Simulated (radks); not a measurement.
**Spin polarisation of the 4d shell in Mo⁺**

An exercise on one series of results from a longer session: the logs are not shown, and one member is left open.

The numbers are computed with radks (a radial shooting solver on a logarithmic mesh, Libxc functionals) version 1 (scalar-relativistic Kohn-Sham, LDA (Slater exchange, Perdew-Wang correlation), spin-polarised, spherical densities, finite nucleus), except any that are marked as measured or tabulated.

## The atom as given

```
element            : molybdenum (Z = 42)
charge             : +1
electrons          : 41
configuration      : [Kr] 4d(up 2.5, down 2.5)
nuclear rms radius : 4.4091 fm
```

A shell typed twice in an input gives spin up, then spin down.

Set-up of the first run:

Input:

```text
Z 42
configuration [Kr] 4d2.5 4d2.5
relativity scalar-relativistic
functional lda,pw
spin polarised
nucleus finite rms 4.4091 fm
c 137.035999084
```

Steps of the session up to this table: No moment.

One table of the session follows, with a row left open; its other results are not shown here.

It belongs to the step «No moment». Sizes of the orbitals, from the radial functions (bohr):

| level | <r> | outermost maximum (interpolated) | 90 % within | nodes |
| --- | --- | --- | --- | --- |
| 2s | 0.1539 | 0.130 | 0.238 | 1 |
| 2p | 0.1340 | 0.104 | 0.218 | 0 |
| 3s | ? | ? | ? | ? |
| 3p | 0.4312 | 0.377 | 0.652 | 1 |
| 3d | 0.4156 | 0.322 | 0.665 | 0 |
| 4s | 1.107 | 0.987 | 1.62 | 3 |
| 4p | 1.238 | 1.07 | 1.84 | 2 |
| 4d | 1.895 | 1.39 | 3.08 | 1 |

Estimate the missing values for 3s.

The run gave: <r>: 0.4297; outermost maximum (interpolated): 0.384; 90 % within: 0.635; nodes: 2. In the column «<r>» it lies between 3d (0.4156) and 3p (0.4312).
